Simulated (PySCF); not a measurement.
**GeH3O radical: electronic structure in real space**

For GeH3O radical, the scripts below analyse its density (charges, bond critical points, surface potential), measure its response to a uniform field and see where an electron leaves and enters.

The runs use PySCF 2.14.0; levels as typed in each script, gas phase, geometry from GFN2-xTB.

### 1 Where the work starts

SMILES `[OH][GeH2]`, 5 atoms, charge 0, spin multiplicity 2.

Bond lengths: O1–Ge2 1.766 Å, O1–H3 0.955 Å, Ge2–H4 1.614 Å, Ge2–H5 1.614 Å. Angles: Ge2–O1–H3 120.4°, O1–Ge2–H4 103.9°, O1–Ge2–H5 103.9°, H4–Ge2–H5 102.8°.

As a file:

```xyz
5
GeH3O
O    -1.4027    0.0009    0.0723
Ge    0.3633    0.0002    0.0598
H    -1.8922   -0.0061   -0.7480
H     0.7433   -1.2650   -0.8680
H     0.7452    1.2574   -0.8776
```

### 2 Density, bond paths and surface potential (B3LYP/def2-tzvp)

input.py reads:

```python
import numpy as np
from pyscf import gto, scf, dft
from pyscf.scf import atom_ks, atom_hf
from scipy.linalg import block_diag

def solve(mol, dm0=None, hcore=None):
    mf = (dft.UKS if mol.spin else dft.RKS)(mol, xc='b3lyp')
    mf.grids.level = 3
    mf = mf.density_fit(auxbasis='def2-universal-jkfit')
    mf.conv_tol, mf.max_cycle = 1e-8, 80
    if hcore is not None:
        mf.get_hcore = lambda *args: hcore
    mf.kernel(dm0)
    if not mf.converged:
        mf = mf.newton().run(mf.mo_coeff, mf.mo_occ, max_cycle=30)
    assert mf.converged, 'SCF not converged'
    return mf

mol = gto.M(atom='''
O     -1.40270     0.00094     0.07233
Ge     0.36329     0.00019     0.05984
H     -1.89219    -0.00609    -0.74795
H      0.74334    -1.26496    -0.86799
H      0.74523     1.25736    -0.87759
''', basis='def2-tzvp', charge=0, spin=1, verbose=4)
mf = solve(mol)
mf.analyze()
# spherically averaged free atoms, for the promolecule
atm = atom_ks.get_atm_nrks(mol, xc='b3lyp')
pro = block_diag(*[(atm[a[0]][2] * atm[a[0]][3]) @ atm[a[0]][2].T for a in mol._atom])
np.savez('result.npz', e=mf.e_tot, c=mf.mo_coeff, occ=mf.mo_occ, eps=mf.mo_energy, pro=pro, dip=mf.dip_moment(verbose=0), s2=mf.spin_square()[0])
```

Started as:

```bash
$ OMP_NUM_THREADS=1 python input.py
```

### 4 Response to an electric field (PBE0/def2-svpd)

input.py reads:

```python
import numpy as np
from pyscf import gto, scf, dft
from pyscf.scf import atom_ks, atom_hf
from scipy.linalg import block_diag

def solve(mol, dm0=None, hcore=None):
    mf = (dft.UKS if mol.spin else dft.RKS)(mol, xc='pbe0')
    mf.grids.level = 3
    mf = mf.density_fit(auxbasis='def2-universal-jkfit')
    mf.conv_tol, mf.max_cycle = 1e-8, 80
    if hcore is not None:
        mf.get_hcore = lambda *args: hcore
    mf.kernel(dm0)
    if not mf.converged:
        mf = mf.newton().run(mf.mo_coeff, mf.mo_occ, max_cycle=30)
    assert mf.converged, 'SCF not converged'
    return mf

mol = gto.M(atom='''
O     -1.40270     0.00094     0.07233
Ge     0.36329     0.00019     0.05984
H     -1.89219    -0.00609    -0.74795
H      0.74334    -1.26496    -0.86799
H      0.74523     1.25736    -0.87759
''', basis='def2-svpd', charge=0, spin=1, verbose=4)
field = np.array([-0.0, -0.0, -0.005])  # atomic units
mol.set_common_orig(mol.atom_charges() @ mol.atom_coords() / mol.atom_charges().sum())
mf = solve(mol)
out = dict(dm0=mf.make_rdm1(), d0=mf.dip_moment(unit='AU'), e0=mf.e_tot)
for name, sign in (('p', 1), ('m', -1)):
    h = mf.get_hcore() + sign * np.einsum('x,xij->ij', field, mol.intor('int1e_r'))
    mi = solve(mol, mf.make_rdm1(), h)
    out.update({'dm' + name: mi.make_rdm1(), 'd' + name: mi.dip_moment(unit='AU'), 'e' + name: mi.e_tot})
# spherically averaged free atoms, for the promolecule
atm = atom_ks.get_atm_nrks(mol, xc='pbe0')
pro = block_diag(*[(atm[a[0]][2] * atm[a[0]][3]) @ atm[a[0]][2].T for a in mol._atom])
np.savez('result.npz', pro=pro, **out)
```

### 6 Removing and adding an electron (wB97X/cc-pvtz)

input.py reads:

```python
import numpy as np
from pyscf import gto, scf, dft
from pyscf.scf import atom_ks, atom_hf
from scipy.linalg import block_diag

def solve(mol, dm0=None, hcore=None):
    mf = (dft.UKS if mol.spin else dft.RKS)(mol, xc='wb97x')
    mf.grids.level = 3
    mf = mf.density_fit(auxbasis='def2-universal-jkfit')
    mf.conv_tol, mf.max_cycle = 1e-8, 80
    if hcore is not None:
        mf.get_hcore = lambda *args: hcore
    mf.kernel(dm0)
    if not mf.converged:
        mf = mf.newton().run(mf.mo_coeff, mf.mo_occ, max_cycle=30)
    assert mf.converged, 'SCF not converged'
    return mf

mol = gto.M(atom='''
O     -1.40270     0.00094     0.07233
Ge     0.36329     0.00019     0.05984
H     -1.89219    -0.00609    -0.74795
H      0.74334    -1.26496    -0.86799
H      0.74523     1.25736    -0.87759
''', basis='cc-pvtz', charge=0, spin=1, verbose=4)
mf = solve(mol)
out = dict(e0=mf.e_tot, dm0=mf.make_rdm1(), c=mf.mo_coeff, occ=mf.mo_occ, eps=mf.mo_energy)
for name, dq, spin in [('cation', 1, 0), ('anion', -1, 0)]:
    ion = mol.copy().set(charge=mol.charge + dq, spin=spin).build()
    mi = solve(ion)
    if spin and dq > 0 and mol.nao < 130:
        c, _, stable, _ = mi.stability(return_status=True)
        if not stable:
            mi = solve(ion, mi.make_rdm1(c, mi.mo_occ))
    print(name, 'vertical energy change / eV', (mi.e_tot - mf.e_tot) * 27.211386)
    out.update({'e_' + name: mi.e_tot, 'dm_' + name: mi.make_rdm1(), 's2_' + name: mi.spin_square()[0], 'eps_' + name: mi.mo_energy, 'occ_' + name: mi.mo_occ})
# spherically averaged free atoms, for the promolecule
atm = atom_ks.get_atm_nrks(mol, xc='wb97x')
pro = block_diag(*[(atm[a[0]][2] * atm[a[0]][3]) @ atm[a[0]][2].T for a in mol._atom])
np.savez('result.npz', pro=pro, **out)
```

(Steps that only read results are left out.)

**Question.** What will these runs give? Wanted: dipole moment; HOMO, LUMO; polarisability along the field.

**Answer**, as computed:

| quantity | value |
| --- | --- |
| dipole moment (B3LYP/def2-tzvp) | 0.93 D |
| HOMO, LUMO (B3LYP/def2-tzvp) | -6.75, -3.91 eV |
| polarisability along the field (PBE0/def2-svpd) | 37.8 bohr³ |

In words: At B3LYP/def2-tzvp: The highest Hirshfeld charge is on Ge2 (+0.35 e), the lowest on O1 (−0.35 e). All values hold at the given geometry, in the gas phase.
